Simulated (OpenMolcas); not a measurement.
# Rh²⁺ among point charges: CASSCF and CASPT2 levels and susceptibility

Aim: the splitting of the states of Rh²⁺ in the field of 6 point charges, its lowest levels with spin-orbit coupling and its magnetic susceptibility.

Program: OpenMolcas 26.06. Level of theory: state-averaged CASSCF and CASPT2, spin-orbit coupling by RASSI with atomic mean-field integrals. These are calculated values, not measurements, unless marked.

## Step 1: What is computed

```
Species                           : Rh²⁺ (rhodium, Z = 45, 43 electrons)
Basis                             : ANO-RCC-VDZP [6s5p3d1f], 43 functions
Scalar Hamiltonian                : DKH2, point nucleus
Inactive shells                   : 1s 2s 2p 3s 3p 3d 4s 4p
Active space                      : 7 electrons in 5 orbitals (4d)
Some configurations of this space : 4d⁷
Orbitals                          : optimised for each spin and parity, averaged over all roots
```

Outer shells as boxes (Hund's rule):

4d7
```
4d [↑↓][↑↓][↑ ][↑ ][↑ ]
```

The ion sits among 6 point charges of -1.7 e arranged as a trigonal antiprism (D3d), 2.17 Å from the ion.

The work runs as a chain of OpenMolcas steps in one folder; each step below is one input file. Labels, J, g values, rates, χT and fits are worked out afterwards by a script from the matrices that RASSI stores. The input lists half of the charges; inversion (Group=XYZ) makes the rest.

## Step 2: Basis and integrals

Contents of a.inp:

```
&GATEWAY
Coord
1

Rh 0.0 0.0 0.0
Basis=ANO-RCC-VDZP
Group=XYZ
NoMove
AngMom=0.0 0.0 0.0
AMFI
XField
3 Angstrom 0
0.000000 1.771798 1.252850 -1.700000
1.534422 -0.885899 1.252850 -1.700000
1.534422 0.885899 -1.252850 -1.700000
&SEWARD
```

Started as:

```sh
$ OMP_NUM_THREADS=1 MOLCAS_MEM=1689 MOLCAS_PROJECT=a pymolcas a.inp > a.log
```

## Step 3: CASSCF: quartets of even parity, 10 roots

Contents of a.inp:

```
&RASSCF
FileOrb=start.orb
Symmetry=1
Spin=4
nActEl=7 0 0
Inactive=9 9
Ras2=5 0
CIRoot=10 10 1
SDav=10
CIMx=300
Iter=120 100
PrWF=0.3
OrbListing=Nothing
MaxOrb=0
>>> COPY $Project.JobIph JOB001
```

start.orb holds the contracted functions of the basis, ordered by shell, or the orbitals of the step before.

## Step 4: CASSCF: doublets of even parity, 40 roots

Contents of a.inp:

```
&RASSCF
FileOrb=start.orb
Symmetry=1
Spin=2
nActEl=7 0 0
Inactive=9 9
Ras2=5 0
CIRoot=40 40 1
SDav=40
CIMx=300
Iter=120 100
PrWF=0.3
OrbListing=Nothing
MaxOrb=0
>>> COPY $Project.JobIph JOB002
```

## Step 5: RASSI: spin-orbit coupling between the states

Contents of a.inp:

```
&RASSI
NrOfJobIphs=2 10 40
1 2 3 4 5 6 7 8 9 10
1 2 3 4 5 6 7 8 9 10 11 12 13 14 15 16 17 18 19 20 21 22 23 24 25 26 27
28 29 30 31 32 33 34 35 36 37 38 39 40
IphNames
JOB001
JOB002
EJob
SpinOrbit
DIPRint=1.0
SOCoupling=1000.0
Subsets=2
Property=9
'ANGMOM' 1 'ANGMOM' 2 'ANGMOM' 3 'MLTPL  1' 1 'MLTPL  1' 2 'MLTPL  1' 3
'AMFI' 1 'AMFI' 2 'AMFI' 3
SOProperty=3
'ANGMOM' 1 'ANGMOM' 2 'ANGMOM' 3
```

## Step 6: CASPT2: IPEA 0.25, imaginary shift 0.1 (closed shells correlated: 4s 4p)

Contents of a.inp:

```
>>> COPY JOB001 $Project.JobIph
&CASPT2
Multistate=10 1 2 3 4 5 6 7 8 9 10
NoMult
Frozen=8 6
IPEA=0.25
Imaginary=0.1
MaxIter=60
WThr=0.0 0.3 0.05
PrWF=0.5
NoMix
>>> COPY JOB002 $Project.JobIph
&CASPT2
Multistate=40 1 2 3 4 5 6 7 8 9 10 11 12 13 14 15 16 17 18 19 20 21 22
23 24 25 26 27 28 29 30 31 32 33 34 35 36 37 38 39 40
NoMult
Frozen=8 6
IPEA=0.25
Imaginary=0.1
MaxIter=60
WThr=0.0 0.3 0.05
PrWF=0.5
NoMix
```

(Steps that only read results are left out.)

Q: Predict the outcome of this session. Wanted: spin-free ground state; first state of the same spin within the active space; lowest level; next level.

The runs gave:

| quantity | value |
| --- | --- |
| method | SS-CASPT2, IPEA 0.25, imaginary shift 0.1 (closed shells correlated: 4s 4p) |
| spin-free ground state | quartet, 3-fold in its orbital part |
| first state of the same spin within the active space | quartet at 6530 cm⁻¹ |
| lowest level | 2-fold E1/2, g = 4.67, 4.67, 4.67 |
| next level | 721.1 cm⁻¹ |
| χT at 300 K | 3.48 cm³ K/mol |
| effective moment at 300 K | 5.28 μB |

Cost by method:

| method | time of its own steps | time with the reference |
| --- | --- | --- |
| A. CASSCF | 11 s | 11 s |
| B. SS-CASPT2, IPEA 0.25, imaginary shift 0.1, +4s 4p | 3.4 s | 14 s |

Times are of one thread on a shared host.

**Reading.** The spin-free ground state (quartet) comes to 97 % from free-ion F terms and keeps the highest spin of the shell. χT at 300 K is 3.48, against 1.88 cm³ K/mol for the spin alone, so orbital moment adds to it. An active space of the d shell alone favours high spin; real ions in strong fields can be low spin. CASPT2 does not keep the components of a term degenerate, and the means are used. The field of point charges can differ much from that of real complexes. With metal d orbitals alone active, the gaps between spin states are rough; where two lie within a few thousand cm-1, their order is open. This is an electrostatic model: the charges have no orbitals.
